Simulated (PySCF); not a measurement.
# NiBr₂: ligand-field states, spin distribution, part 1 of 2

Wanted: ligand-field states, spin distribution for NiBr₂.

Computed with PySCF 2.14.0 and routines of our own; the level stands in each step. Atoms count from 0.

### 1 The system as given

3 atoms, charge 0, states of the metal's open shell are computed; geometry from: model start, shaken.

### 2 Optimising the geometry at PBE0-D3(BJ)/def2-TZVP

The job: settings as JSON, then the geometry in Å.

```
{"job": {"xc": "PBE0", "basis": "def2-TZVP", "d3": "d3bj", "grid": 1, "maxiter": 45, "kind": "geom"}, "charge": 0, "metal": "Ni", "open_shell": "d8"}
Ni     0.000020     0.004480    -0.004110
Br    -0.013360    -0.006820     2.295130
Br     0.000900     0.020100    -2.317380
```

On the command line:

```
OMP_NUM_THREADS=1 python lf_run.py task.json out
```

The driver reads the jobs from task.json and runs them one after another.

Output:

```text
step   0  E = -6655.90262336  max force = 0.024115
step   1  E = -6655.90748346  max force = 0.005877
step   2  E = -6655.90772797  max force = 0.001731
step   3  E = -6655.90773779  max force = 0.000073
optimisation converged
```

Run time: 88 s. Hardware: 1 thread of Arm Neoverse V2, shared host; peak memory 0.61 GiB.

The steps of the relaxation:

| step | energy from step 0 (eV) | largest force component (eV/Å) |
| --- | --- | --- |
| 0 | 0.0000 | 1.2400 |
| 1 | -0.1323 | 0.3022 |
| 2 | -0.1389 | 0.0890 |
| 3 | -0.1392 | 0.0038 |

Close pairs (by a distance rule), those that changed most:

| bond | before (Å) | after (Å) | change (Å) |
| --- | --- | --- | --- |
| Ni0–Br2 | 2.313 | 2.201 | -0.112 |
| Ni0–Br1 | 2.299 | 2.201 | -0.098 |

The end geometry stands in the next job.

| at the end point | value |
| --- | --- |
| point group (found at 0.08 Å tolerance) | Dinfh |
| rotational constants (GHz, main isotopes) | 0.661, 0.661 |
| dipole moment (D) | 0.01 |
| ⟨S²⟩ | 2.010 |

### 3 Ligand-field states: state-averaged CASSCF

The job: settings as JSON, then the geometry in Å.

```
{"job": {"kind": "lf", "basis": {"metal": "x2c-TZVPall", "ligand": "x2c-SVPall"}, "nevpt": true}, "charge": 0, "metal": "Ni", "open_shell": "d8"}
Ni     0.000000     0.000000     0.000000
Br     0.000000     0.000000     2.200920
Br    -0.000000     0.000000    -2.200970
```

Method: state-averaged CASSCF of the metal d shell, SC-NEVPT2 on the averaged canonical orbitals, state-interaction spin-orbit coupling.

Output:

```text
basis functions 112, electrons 98, active (8e, 5o)
stage 1: DIIS on the effective Fock matrix, level shift 0.30
cycle   1  E = -6721.6969980842  dE = -6.722e+03  max|g| = 3.022e+00
cycle   2  E = -6724.4822480445  dE = -2.785e+00  max|g| = 2.700e+00
cycle   3  E = -6723.3131735334  dE =  1.169e+00  max|g| = 3.148e+00
cycle   4  E = -6727.0086352073  dE = -3.695e+00  max|g| = 1.706e-01
cycle   5  E = -6726.8500080843  dE =  1.586e-01  max|g| = 3.014e-01
cycle   6  E = -6726.8599508793  dE = -9.943e-03  max|g| = 2.756e-01
cycle   7  E = -6726.9570499183  dE = -9.710e-02  max|g| = 1.809e-01
cycle   8  E = -6727.1212414255  dE = -1.642e-01  max|g| = 1.377e-01
cycle   9  E = -6727.1342628840  dE = -1.302e-02  max|g| = 1.421e-01
cycle  10  E = -6727.0367825753  dE =  9.748e-02  max|g| = 9.387e-02
cycle  11  E = -6726.9876555580  dE =  4.913e-02  max|g| = 1.037e-01
cycle  12  E = -6727.0326319928  dE = -4.498e-02  max|g| = 1.090e-01
cycle  13  E = -6726.9406161306  dE =  9.202e-02  max|g| = 1.443e-01
cycle  14  E = -6726.8046704565  dE =  1.359e-01  max|g| = 2.681e-01
cycle  15  E = -6726.9079872995  dE = -1.033e-01  max|g| = 1.310e-01
stage 2: quasi-Newton rotations from the point of smallest gradient
cycle  17  E = -6727.1098573472  dE = -7.307e-02  max|g| = 8.817e-02
cycle  18  E = -6727.1511638969  dE = -4.131e-02  max|g| = 7.956e-02
cycle  20  E = -6727.1530347356  dE = -1.871e-03  max|g| = 6.835e-02
cycle  21  E = -6727.1545062702  dE = -1.472e-03  max|g| = 4.849e-03
cycle  22  E = -6727.1545446953  dE = -3.843e-05  max|g| = 1.484e-03
cycle  23  E = -6727.1545488190  dE = -4.124e-06  max|g| = 5.142e-04
cycle  24  E = -6727.1545494513  dE = -6.323e-07  max|g| = 9.738e-05
cycle  25  E = -6727.1545494678  dE = -1.644e-08  max|g| = 2.567e-05
cycle  26  E = -6727.1545494689  dE = -1.151e-09  max|g| = 5.430e-06
converged average energy = -6727.1545494689

 mult deg   label        CASSCF/cm-1   NEVPT2/cm-1
   3   1   3Sigmag-            0.0           0.0
   3   2   3Pig              331.3         839.4
   3   2   3Deltag          1130.7        2720.6
   3   2   3Phig            1475.8        3039.2
   1   2   1Deltag         15631.2       14031.8
   1   2   1Pig            16389.8       15068.2
   1   1   1Sigmag+        16441.0       15319.7
   3   2   3Pig            18363.3       15842.0
   1   1   1Sigmag+        22758.1       20361.9
   1   2   1Pig            22976.2       20800.9
   3   1   3Sigmag-        22279.3       22205.8
   1   2   1Deltag         24073.9       22373.6
   1   2   1Phig           26041.3       25257.7
   1   2   1Gammag         28786.9       30133.9
   1   1   1Sigmag+        60888.9       53180.8

spin-orbit levels / cm-1
      0.00  x1  3Sigmag- 0.74 3Pig 0.26
    164.66  x2  3Sigmag- 0.70 3Pig 0.29
    962.90  x2  3Pig 0.92 3Deltag 0.08
   1781.59  x2  3Pig 0.65 3Sigmag- 0.29 3Deltag 0.06
   1830.52  x1  3Pig 1.00
   2405.32  x1  3Pig 0.74 3Sigmag- 0.26
   2497.70  x2  3Deltag 0.84 3Phig 0.16
   2678.91  x2  3Phig 1.00
   3389.79  x2  3Deltag 0.80 3Phig 0.12 3Pig 0.08
   3932.80  x2  3Phig 0.84 3Deltag 0.16
   4168.60  x2  3Deltag 0.93 3Pig 0.06
   4820.81  x2  3Phig 0.88 3Deltag 0.11
  14392.94  x2  1Deltag 0.81 3Pig 0.18
  15286.64  x2  1Pig 0.71 3Pig 0.28
  15710.11  x1  1Sigmag+ 0.78 3Pig 0.20
  16587.62  x2  3Pig 0.81 1Deltag 0.18
  16835.62  x1  3Pig 1.00
  16967.18  x2  3Pig 0.72 1Pig 0.28
  17041.01  x1  3Pig 0.79 1Sigmag+ 0.21
  21039.77  x1  1Sigmag+ 0.99
  21478.64  x2  1Pig 0.99
  22952.24  x2  3Sigmag- 0.98
  22955.85  x1  3Sigmag- 0.98
  23061.71  x2  1Deltag 1.00
  25940.35  x2  1Phig 1.00
  30816.44  x2  1Gammag 1.00
  53920.18  x1  1Sigmag+ 1.00
```

It took 5.5 s on 1 thread of Arm Neoverse V2, shared host; peak memory 0.4 GiB.

Key values:

| quantity | value |
| --- | --- |
| spin-orbit constant ζ | 634 cm⁻¹ |

Powder susceptibility:

| T (K) | χT (cm³ K/mol) | μ(eff) |
| --- | --- | --- |
| 2 | 0.057 | 0.68 |
| 5 | 0.143 | 1.07 |
| 10 | 0.286 | 1.51 |
| 20 | 0.573 | 2.14 |
| 30 | 0.858 | 2.62 |
| 50 | 1.403 | 3.35 |
| 75 | 1.938 | 3.94 |
| 100 | 2.283 | 4.27 |
| 150 | 2.629 | 4.58 |
| 200 | 2.790 | 4.72 |
| 250 | 2.889 | 4.81 |
| 300 | 2.962 | 4.87 |

Orbitals, density, ELF and potential are computed afterwards from the orbital file.

The spin density lies nearest to Ni0 96 %.

### 4 Spin distribution: unrestricted DFT, spin states

The job: settings as JSON, then the geometry in Å.

```
{"job": {"kind": "spin", "xc": "BP86"}, "charge": 0, "metal": "Ni", "open_shell": "d8"}
Ni     0.000000     0.000000     0.000000
Br     0.000000     0.000000     2.200920
Br    -0.000000     0.000000    -2.200970
```

Level: unrestricted DFT energies of the spin multiplicities at one geometry, beside CASSCF and NEVPT2 of the metal shell.

Output:

```text
multiplicity 3
final grid: 39192 points
cycle   1  E = -6732.8022078755  dE =  3.551e-01  |g| = 1.189e+00  |ddm| = 1.391e+00
cycle   2  E = -6708.0220164398  dE =  2.478e+01  |g| = 6.008e+00  |ddm| = 1.187e+01
cycle   3  E = -6733.0663571489  dE = -2.504e+01  |g| = 5.865e-01  |ddm| = 1.169e+01
cycle   4  E = -6732.8980429437  dE =  1.683e-01  |g| = 9.913e-01  |ddm| = 1.576e+00
cycle   5  E = -6733.2349245954  dE = -3.369e-01  |g| = 4.423e-01  |ddm| = 5.366e-01
cycle   6  E = -6733.2668890301  dE = -3.196e-02  |g| = 2.951e-01  |ddm| = 1.104e-01
cycle   7  E = -6733.2907390338  dE = -2.385e-02  |g| = 9.938e-02  |ddm| = 1.353e-01
cycle   8  E = -6733.2806394480  dE =  1.010e-02  |g| = 1.486e-01  |ddm| = 2.173e-01
cycle   9  E = -6733.2930451946  dE = -1.241e-02  |g| = 4.386e-02  |ddm| = 1.903e-01
cycle  10  E = -6733.2938178553  dE = -7.727e-04  |g| = 5.418e-03  |ddm| = 3.696e-02
cycle  11  E = -6733.2938278838  dE = -1.003e-05  |g| = 9.135e-04  |ddm| = 4.772e-03
cycle  12  E = -6733.2938282608  dE = -3.771e-07  |g| = 2.328e-04  |ddm| = 1.193e-03
converged SCF energy = -6733.2938282608
multiplicity 1
final grid: 39192 points
cycle   1  E = -6732.7173209202  dE =  3.721e-01  |g| = 1.185e+00  |ddm| = 1.531e+00
cycle   2  E = -6706.6669648246  dE =  2.605e+01  |g| = 5.807e+00  |ddm| = 1.359e+01
cycle   3  E = -6732.9510950113  dE = -2.628e+01  |g| = 6.563e-01  |ddm| = 1.340e+01
cycle   4  E = -6732.8459995267  dE =  1.051e-01  |g| = 1.034e+00  |ddm| = 1.805e+00
cycle   5  E = -6732.6172613701  dE =  2.287e-01  |g| = 1.423e+00  |ddm| = 1.618e+00
cycle   6  E = -6732.6916384235  dE = -7.438e-02  |g| = 1.352e+00  |ddm| = 1.619e+00
cycle   7  E = -6733.1961857814  dE = -5.045e-01  |g| = 4.628e-01  |ddm| = 5.366e-01
cycle   8  E = -6733.2383712174  dE = -4.219e-02  |g| = 1.969e-01  |ddm| = 1.550e+00
cycle   9  E = -6733.2370555556  dE =  1.316e-03  |g| = 1.974e-01  |ddm| = 1.539e+00
cycle  10  E = -6733.2431806738  dE = -6.125e-03  |g| = 1.658e-01  |ddm| = 1.532e+00
cycle  11  E = -6733.2600370794  dE = -1.686e-02  |g| = 1.030e-01  |ddm| = 1.386e+00
cycle  12  E = -6733.2747213598  dE = -1.468e-02  |g| = 7.897e-02  |ddm| = 9.236e-01
cycle  13  E = -6733.2806935823  dE = -5.972e-03  |g| = 6.736e-02  |ddm| = 2.396e-01
cycle  14  E = -6733.2798552247  dE =  8.384e-04  |g| = 9.787e-02  |ddm| = 6.541e-02
cycle  15  E = -6733.2771077539  dE =  2.747e-03  |g| = 1.291e-01  |ddm| = 1.315e-01
cycle  16  E = -6733.2798839441  dE = -2.776e-03  |g| = 9.189e-02  |ddm| = 2.356e-01
cycle  17  E = -6733.2811225374  dE = -1.239e-03  |g| = 6.922e-02  |ddm| = 1.007e-01
cycle  18  E = -6733.2814391179  dE = -3.166e-04  |g| = 5.472e-02  |ddm| = 1.238e-01
cycle  19  E = -6733.2820497705  dE = -6.107e-04  |g| = 1.707e-02  |ddm| = 5.114e-02
cycle  20  E = -6733.2822564519  dE = -2.067e-04  |g| = 8.452e-03  |ddm| = 1.074e-01
cycle  21  E = -6733.2822958393  dE = -3.939e-05  |g| = 7.544e-03  |ddm| = 2.497e-02
cycle  22  E = -6733.2823123932  dE = -1.655e-05  |g| = 2.231e-03  |ddm| = 6.093e-03
cycle  23  E = -6733.2823135231  dE = -1.130e-06  |g| = 1.576e-04  |ddm| = 1.397e-03
cycle  24  E = -6733.2823135401  dE = -1.693e-08  |g| = 7.222e-05  |ddm| = 5.044e-04
converged SCF energy = -6733.2823135401
```

Run time: 22 s. Hardware: 1 thread of Arm Neoverse V2, shared host; peak memory 0.4 GiB.

Warnings kept with the result: spin contamination in a lower multiplicity.

### 5 Spin distribution: unrestricted DFT, spin states

The job: settings as JSON, then the geometry in Å.

```
{"job": {"kind": "spin", "xc": "TPSSh"}, "charge": 0, "metal": "Ni", "open_shell": "d8"}
Ni     0.000000     0.000000     0.000000
Br     0.000000     0.000000     2.200920
Br    -0.000000     0.000000    -2.200970
```

Level: unrestricted DFT energies of the spin multiplicities at one geometry, beside CASSCF and NEVPT2 of the metal shell.

Output:

```text
multiplicity 3
final grid: 39192 points
cycle   1  E = -6732.1612723303  dE = -6.552e-02  |g| = 2.621e-01  |ddm| = 6.974e-01
cycle   2  E = -6731.9946504928  dE =  1.666e-01  |g| = 8.433e-01  |ddm| = 6.624e-01
cycle   3  E = -6732.1834010582  dE = -1.888e-01  |g| = 1.260e-01  |ddm| = 4.099e-01
cycle   4  E = -6732.1884150294  dE = -5.014e-03  |g| = 3.793e-02  |ddm| = 1.420e-01
cycle   5  E = -6732.1905051032  dE = -2.090e-03  |g| = 4.016e-02  |ddm| = 1.037e-01
cycle   6  E = -6732.1916857351  dE = -1.181e-03  |g| = 2.075e-02  |ddm| = 5.348e-02
cycle   7  E = -6732.1927747505  dE = -1.089e-03  |g| = 1.526e-02  |ddm| = 1.201e-01
cycle   8  E = -6732.1928356405  dE = -6.089e-05  |g| = 9.755e-03  |ddm| = 1.712e-02
cycle   9  E = -6732.1929141066  dE = -7.847e-05  |g| = 2.885e-03  |ddm| = 3.342e-02
cycle  10  E = -6732.1929151592  dE = -1.053e-06  |g| = 1.150e-03  |ddm| = 4.251e-03
cycle  11  E = -6732.1929165205  dE = -1.361e-06  |g| = 2.175e-04  |ddm| = 4.436e-03
cycle  12  E = -6732.1929165350  dE = -1.442e-08  |g| = 1.663e-04  |ddm| = 3.655e-04
converged SCF energy = -6732.1929165350
multiplicity 1
final grid: 39192 points
cycle   1  E = -6731.5651201155  dE =  4.659e-01  |g| = 1.223e+00  |ddm| = 1.462e+00
cycle   2  E = -6707.6894333645  dE =  2.388e+01  |g| = 6.193e+00  |ddm| = 1.232e+01
cycle   3  E = -6731.8144579565  dE = -2.413e+01  |g| = 8.095e-01  |ddm| = 1.214e+01
cycle   4  E = -6732.0566344382  dE = -2.422e-01  |g| = 4.238e-01  |ddm| = 1.631e+00
cycle   5  E = -6732.1331633672  dE = -7.653e-02  |g| = 1.909e-01  |ddm| = 4.448e-01
cycle   6  E = -6732.1420674382  dE = -8.904e-03  |g| = 3.801e-02  |ddm| = 9.679e-02
cycle   7  E = -6732.1424920746  dE = -4.246e-04  |g| = 1.098e-02  |ddm| = 3.604e-02
cycle   8  E = -6732.1425202736  dE = -2.820e-05  |g| = 1.003e-02  |ddm| = 1.565e-02
cycle   9  E = -6732.1425469509  dE = -2.668e-05  |g| = 5.130e-03  |ddm| = 9.094e-03
cycle  10  E = -6732.1425665459  dE = -1.959e-05  |g| = 2.807e-03  |ddm| = 1.007e-02
cycle  11  E = -6732.1426401472  dE = -7.360e-05  |g| = 3.984e-03  |ddm| = 2.160e-02
cycle  12  E = -6732.1425546746  dE =  8.547e-05  |g| = 9.303e-04  |ddm| = 3.422e-02
cycle  13  E = -6732.1425542902  dE =  3.844e-07  |g| = 8.013e-04  |ddm| = 2.569e-03
converged SCF energy = -6732.1425542902
```

Run time: 17 s. Hardware: 1 thread of Arm Neoverse V2, shared host; peak memory 0.46 GiB.

### 6 Spin distribution: unrestricted DFT, spin states

The job: settings as JSON, then the geometry in Å.

```
{"job": {"kind": "spin", "xc": "B3LYP"}, "charge": 0, "metal": "Ni", "open_shell": "d8"}
Ni     0.000000     0.000000     0.000000
Br     0.000000     0.000000     2.200920
Br    -0.000000     0.000000    -2.200970
```

Level: unrestricted DFT energies of the spin multiplicities at one geometry, beside CASSCF and NEVPT2 of the metal shell.

Output:

```text
multiplicity 3
final grid: 39192 points
cycle   1  E = -6732.4408505937  dE = -6.560e-02  |g| = 1.688e-01  |ddm| = 6.076e-01
cycle   2  E = -6732.4223703902  dE =  1.848e-02  |g| = 3.037e-01  |ddm| = 3.485e-01
cycle   3  E = -6732.4458707856  dE = -2.350e-02  |g| = 2.126e-01  |ddm| = 2.657e-01
cycle   4  E = -6732.4542878034  dE = -8.417e-03  |g| = 4.179e-02  |ddm| = 6.659e-02
cycle   5  E = -6732.4568427448  dE = -2.555e-03  |g| = 2.371e-02  |ddm| = 9.159e-02
cycle   6  E = -6732.4586943976  dE = -1.852e-03  |g| = 2.250e-02  |ddm| = 8.030e-02
cycle   7  E = -6732.4600597698  dE = -1.365e-03  |g| = 2.363e-02  |ddm| = 7.359e-02
cycle   8  E = -6732.4620813072  dE = -2.022e-03  |g| = 1.722e-02  |ddm| = 1.671e-01
cycle   9  E = -6732.4623786958  dE = -2.974e-04  |g| = 9.269e-03  |ddm| = 5.243e-02
cycle  10  E = -6732.4623803570  dE = -1.661e-06  |g| = 9.967e-03  |ddm| = 2.407e-03
cycle  11  E = -6732.4624608045  dE = -8.045e-05  |g| = 4.561e-03  |ddm| = 3.011e-02
cycle  12  E = -6732.4624683594  dE = -7.555e-06  |g| = 1.314e-03  |ddm| = 6.874e-03
cycle  13  E = -6732.4624702266  dE = -1.867e-06  |g| = 3.735e-04  |ddm| = 6.702e-03
cycle  14  E = -6732.4624702780  dE = -5.133e-08  |g| = 8.382e-05  |ddm| = 4.687e-04
converged SCF energy = -6732.4624702780
multiplicity 1
final grid: 39192 points
cycle   1  E = -6732.3823652514  dE = -7.184e-02  |g| = 1.843e-01  |ddm| = 5.436e-01
cycle   2  E = -6732.3697680079  dE =  1.260e-02  |g| = 3.640e-01  |ddm| = 2.408e-01
cycle   3  E = -6732.3853783398  dE = -1.561e-02  |g| = 1.454e-01  |ddm| = 1.568e-01
cycle   4  E = -6732.3902753984  dE = -4.897e-03  |g| = 5.400e-02  |ddm| = 1.040e-01
cycle   5  E = -6732.3910553861  dE = -7.800e-04  |g| = 6.033e-03  |ddm| = 3.194e-02
cycle   6  E = -6732.3910659666  dE = -1.058e-05  |g| = 3.398e-03  |ddm| = 6.718e-03
cycle   7  E = -6732.3910687338  dE = -2.767e-06  |g| = 5.395e-04  |ddm| = 2.072e-03
cycle   8  E = -6732.3910688007  dE = -6.694e-08  |g| = 3.282e-05  |ddm| = 2.487e-04
converged SCF energy = -6732.3910688007
```

It took 10 s on 1 thread of Arm Neoverse V2, shared host; peak memory 0.45 GiB.

(Continued in part 2 of 2.)
